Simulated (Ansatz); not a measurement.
**Na2Sc in Ansatz: convergence with smearing width**

Na2Sc:

```xyz
3
Lattice="3.3731 0.0000 0.0000 -1.6865 2.9212 0.0000 0.0000 0.0000 5.6300" Properties=species:S:1:pos:R:3 pbc="T T T"
Na    0.0000    1.9475    1.4075
Na    1.6865    0.9737    4.2225
Sc    0.0000    0.0000    0.0000
```

The cell was built by a generator and needn't be a form met in nature.

- Program: Ansatz 0.2.0
- Task: convergence study
- Functional: PBE
- Potentials or basis: Ansatz PAW
- Cutoff: 420 eV (not typed: the program's choice for these potentials)
- k mesh: 8 × 8 × 4
- Occupations: cold, width 0.3 eV
- Spin: no spin polarisation

These are the settings of the first run; the series varies smearing width, with any setting tied to it.

Hardware: 2 threads of Arm Neoverse V2, on a shared host.

| smearing width | energy less the tightest run, at zero smearing (meV/atom) | pressure (GPa) | largest force (eV/Å) | SCF cycles | CPU time (s) | peak memory (GiB) |
| --- | --- | --- | --- | --- | --- | --- |
| 0.3 eV | -3.63 | 29.49 | 3.972 | 8 | 1.7 | 0.32 |
| 0.2 eV | -1.96 | 29.37 | 3.958 | 8 | 1.7 | 0.32 |
| 0.15 eV | -0.50 | 29.34 | 3.956 | 8 | 1.7 | 0.32 |
| 0.1 eV | 0.43 | 29.30 | 3.954 | 8 | 1.8 | 0.32 |
| 0.05 eV | 0.13 | 29.30 | 3.958 | 9 | 1.8 | 0.32 |
| 0.025 eV | 0.03 | 29.33 | 3.966 | 9 | 1.9 | 0.32 |
| 0.01 eV | 0.01 | 29.33 | 3.970 | 8 | 1.8 | 0.32 |
| 0.005 eV | 0.00 | 29.32 | 3.970 | 8 | 1.8 | 0.32 |

Against the tightest run, the energy stays within 1 meV/atom from 0.15 eV on; the pressure stays within 0.1 GPa from 0.2 eV on; the largest force stays within 0.005 eV/Å from 0.025 eV on. Narrower smearing needs a denser k mesh, so at a fixed mesh the narrowest width isn't the most accurate. The tightest run that finished is the yardstick and may itself not be fully converged.

Caveat, for the tightest run too: a pressure of tens of GPa on the cell as given is suspect, and the run, the potentials or the cell itself is likely at fault; forces of over 1 eV/Å show positions far from the minimum, so gaps and moduli don't describe the material at rest.
